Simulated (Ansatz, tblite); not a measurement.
# Li2MgGeS4 with GFN2-xTB from a Python script

These are simulated results from tblite 0.8.0, not measurements. The cell was built from a prototype and was relaxed with r2SCAN in plane waves (Ansatz 0.2.0). It may be hypothetical. All runs are without spin polarisation.

The symmetry is I-42m (No. 121, tetragonal); conventional cell a = 5.447 Å, c = 11.111 Å, 20.60 Å³ an atom. Li is surrounded by 4 S at 2.41 Å; Mg is surrounded by 4 S at 2.47 Å; Ge is surrounded by 4 S at 2.23 Å; S is surrounded by 1 Ge at 2.23 Å and 2 Li at 2.41 Å and 1 Mg at 2.47 Å.

tblite solves periodic systems at the zone centre alone, so the script builds a cluster of 2×2×1 conventional cells (64 atoms), which folds in a coarse mesh of k points.

run.py reads:

```python
import json
from ase import Atoms
from ase.build import make_supercell
from ase.units import Bohr, GPa, Hartree
from tblite.interface import Calculator

atoms = Atoms(['Li', 'Li', 'Mg', 'Ge', 'S', 'S', 'S', 'S'],
              cell=[[-2.7235322, 2.7235322, 5.55565091], [2.7235322, -2.7235322, 5.55565091], [2.7235322, 2.7235322, -5.55565091]],
              scaled_positions=[[0.75, 0.25, 0.5], [0.25, 0.75, 0.5], [0.0, 0.0, 0.0], [0.5, 0.5, 0.0], [0.851371601, 0.851371601, 0.461000451], [0.148628399, 0.609628851, 0.0], [0.609628851, 0.148628399, 0.0], [0.390371149, 0.390371149, 0.538999549]],
              pbc=True)
cluster = make_supercell(atoms, [[0, 2, 2], [2, 0, 2], [1, 1, 0]])
calc = Calculator('GFN2-xTB', cluster.numbers, cluster.positions / Bohr, lattice=cluster.cell[:] / Bohr, periodic=cluster.pbc)
calc.set('temperature', 0.02 / Hartree)
calc.set('max-iter', 150)
res = calc.singlepoint()
levels = res.get('orbital-energies') * Hartree
nv = round(res.get('orbital-occupations').sum() / 2)
cells = len(cluster) // len(atoms)
out = {'energy_per_cell': res.get('energy') * Hartree / cells, 'homo': levels[nv - 1], 'lumo': levels[nv],
       'stress': (-res.get('virial') * Hartree / cluster.get_volume() / GPa).tolist(), 'charges': res.get('charges')[:len(atoms)].tolist(), 'electrons': 2 * nv / cells}
json.dump(out, open('results.json', 'w'))
for key, value in out.items():
    print(key, value)
```

Command: `python run.py`. It took 6.4 s on 1 thread of Arm Neoverse V1, on a shared host, peak memory 0.12 GiB.

What it printed:

```
------------------------------------------------------------
  cycle        total energy    energy error   density error
------------------------------------------------------------
      1     -128.4354966832  -1.2885830E+02   4.3530064E-01
      2     -128.1420848493   2.9341183E-01   2.9343207E-01
      3     -103.8831131731   2.4258972E+01   3.3683169E-01
      4     -127.1196629711  -2.3236550E+01   1.4189015E-01
      5     -131.5935127310  -4.4738498E+00   5.9667784E-02
      6     -131.7279496155  -1.3443688E-01   2.9844653E-02
      7     -131.7325464853  -4.5968698E-03   1.9105511E-02
      8     -131.7387655458  -6.2190605E-03   1.5446085E-02
      9     -131.7421272217  -3.3616759E-03   6.9909864E-03
     10     -131.7459572656  -3.8300439E-03   2.7298821E-03
     11     -131.7463066371  -3.4937151E-04   1.0728523E-03
     12     -131.7463354655  -2.8828348E-05   7.4856307E-04
     13     -131.7463897729  -5.4307431E-05   1.1159028E-04
     14     -131.7463898528  -7.9869807E-08   8.9837783E-05
     15     -131.7463899950  -1.4220959E-07   6.5952880E-05
     16     -131.7463900332  -3.8254427E-08   6.1162767E-05
     17     -131.7463899073   1.2591414E-07   7.3775515E-05
     18     -131.7463899247  -1.7380074E-08   7.1694924E-05
     19     -131.7463901757  -2.5094536E-07   1.5138604E-05
------------------------------------------------------------

 total:                                   5.722 sec
energy_per_cell -448.12523504834246
homo -11.639426086498274
lumo -10.240603332033393
stress [[0.3658239126908343, 8.326919604076471e-06, -9.310102797800444e-06], [8.326919604195393e-06, 0.3658239126908829, -9.310102777969145e-06], [-9.31010279814597e-06, -9.310102777871641e-06, 0.068690791408503]]
charges [0.6363385428335485, 0.636338542833571, 0.4934347404002479, 0.47731178327460805, -0.5608881807898259, -0.5608562155547472, -0.5608562155548016, -0.5608934387977661]
electrons 32.0
```

The cycle table is in hartree for the whole cluster, and the lines after it are in eV (the energy for one cell). The printed stress is in GPa and positive in compression, and the pressure is its mean diagonal.

GFN2-xTB gives a gap of 1.40 eV. On the same cell, plane-wave PBE (Ansatz, 6×6×6 k points and the special points) gives a gap of 2.65 eV and r2SCAN a gap of 3.05 eV; on shared hosts these took about 22 and 49 core-seconds on the 8-atom cell, against 6.4 for the script. Semilocal gaps usually lie below measured ones. xTB was fitted to molecules, so gaps, charges and pressures of solids can be far off, and the gap also depends on the size of the cluster.

The same script was run on cells scaled at fixed shape and fractional coordinates:

```json
{"volume (Å³/atom)": "18.13", "energy (meV/atom)": "59.9", "pressure (GPa, positive in compression)": "8.38", "gap (eV)": "2.23"}
{"volume (Å³/atom)": "19.37", "energy (meV/atom)": "14.4", "pressure (GPa, positive in compression)": "3.65", "gap (eV)": "1.76"}
{"volume (Å³/atom)": "20.60", "energy (meV/atom)": "0.0", "pressure (GPa, positive in compression)": "0.27", "gap (eV)": "1.40"}
{"volume (Å³/atom)": "21.84", "energy (meV/atom)": "7.8", "pressure (GPa, positive in compression)": "-2.18", "gap (eV)": "1.12"}
{"volume (Å³/atom)": "23.08", "energy (meV/atom)": "31.6", "pressure (GPa, positive in compression)": "-3.94", "gap (eV)": "0.90"}
```

A Birch-Murnaghan fit puts the minimum at 20.72 Å³/atom, 0.6 % above the given cell, with a bulk modulus of 46.3 GPa at fixed shape.

xTB was fitted mostly to molecules, and a small cluster samples few k points, so gaps, pressures and kinks along a curve can be far from a solid's.

The runs are scalar-relativistic, without spin-orbit coupling.
